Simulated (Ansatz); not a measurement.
# H3OSeSi− (SMILES [SiH3]O[Se-]): functionals against CCSD(T) at one geometry

One table from this session's results is given with a row withheld; the runs are named, their logs left out.

The runs use Ansatz 0.2.0, Gaussian basis; single points in def2-TZVPPD.

Correlated methods freeze the cores. Filled d shells of the heavier atoms are correlated.

### Starting geometry

6 atoms, charge -1, spin multiplicity 1.

Atoms are counted from 1 here; the program's logs count them from 0.

Bond lengths: Si1–O2 1.523 Å, Si1–H4 1.367 Å, Si1–H5 1.535 Å, Si1–H6 1.495 Å, O2–Se3 1.969 Å. Angles: O2–Si1–H4 102.1°, O2–Si1–H5 114.6°, O2–Si1–H6 109.3°, H4–Si1–H5 108.0°, H4–Si1–H6 113.0°, H5–Si1–H6 109.7°, Si1–O2–Se3 126.5°.

Geometry (Å):

```tsv
atom	x (Å)	y (Å)	z (Å)
Si1	-0.2242	0.4183	-0.1486
O2	-0.0970	-1.0950	-0.0343
Se3	1.2406	-2.0809	1.0215
H4	-1.2698	0.5530	-1.0193
H5	0.9974	1.1181	-0.7609
H6	-0.5101	0.9940	1.2017
```

Set-up of the first run:

Input file run/in.yaml:

```yaml
crystal:
  periodic: [false, false, false]
  atoms:
    - {symbol: Si, position_ang: [-0.224200, 0.418300, -0.148600]}
    - {symbol: O, position_ang: [-0.097000, -1.095000, -0.034300]}
    - {symbol: Se, position_ang: [1.240600, -2.080900, 1.021500]}
    - {symbol: H, position_ang: [-1.269800, 0.553000, -1.019300]}
    - {symbol: H, position_ang: [0.997400, 1.118100, -0.760900]}
    - {symbol: H, position_ang: [-0.510100, 0.994000, 1.201700]}
basis:
  gaussian: {orbitals: "def2-TZVPPD.json"}
total_charge: -1
correlation: {method: ccsd_t}
output: {forces: true}
```

The basis file named in the input lies beside it (Basis Set Exchange, JSON).

The command line of these runs was not kept.

Steps of the session up to this table: CCSD(T)/def2-TZVPPD; PBE0-D4/def2-TZVPPD; wB97M-V/def2-TZVPPD; r2SCAN-D4/def2-TZVPPD; PBE-D4/def2-TZVPPD; HSE06-D4/def2-TZVPPD; BHLYP-D4/def2-TZVPPD.

One of the session's tables, all rows but one given; the rest of the session is left out.

```
   method  RMS force component (eV/Å)  angle to CCSD(T) forces (°)
  CCSD(T)                       1.741                    reference
  PBE0-D4                       1.692                          3.7
  wB97M-V                       1.668                          2.1
r2SCAN-D4                       1.693                          2.3
   PBE-D4                           ?                            ?
 HSE06-D4                       1.696                          3.6
 BHLYP-D4                       1.560                          7.3
```

Q: Estimate the row for PBE-D4 from the others.

**Answer.** RMS force component (eV/Å): 1.791; angle to CCSD(T) forces (°): 4.7. In the column «RMS force component (eV/Å)» it is the highest.
